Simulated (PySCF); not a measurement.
AlH3, in a box:

```xyz
4
Lattice="12.0000 0.0000 0.0000 0.0000 11.0000 0.0000 0.0000 0.0000 12.0000" Properties=species:S:1:pos:R:3 pbc="T T T"
Al    6.3453    5.5628    6.0868
H     6.8745    6.2735    7.3902
H     4.9556    4.8218    6.2127
H     7.0578    5.7234    4.7305
```

The cell isn't the ideal one: atoms moved at random, drawn with an rms of 0.05 Å.

Program: PySCF 2.14.0. Alike in all runs: task atomic charges; potentials or basis cc-pvdz (all-electron); no spin polarisation; cell atoms moved at random, drawn with an rms of 0.05 Å; k mesh 1 × 1 × 1; smearing fixed.

Problem. Order these runs on this cell by their band gap on the k mesh, lowest first.
A. level B97-D+D3(BJ); three-body dispersion term no
B. level LC-wPBE+D3(BJ); exxdiv ewald; three-body dispersion term no
C. level B3LYP+D3; exxdiv ewald; three-body dispersion term no
D. level M06-2X; exxdiv ewald

Solution. A (4.78 eV), C (6.29 eV), D (8.47 eV), B (11.62 eV).

Caveats: this is a molecule in a periodic box at the Γ point, so its band gap is the HOMO-LUMO gap; the basis of atomic orbitals isn't converged, which shifts pressures, moduli and gaps.

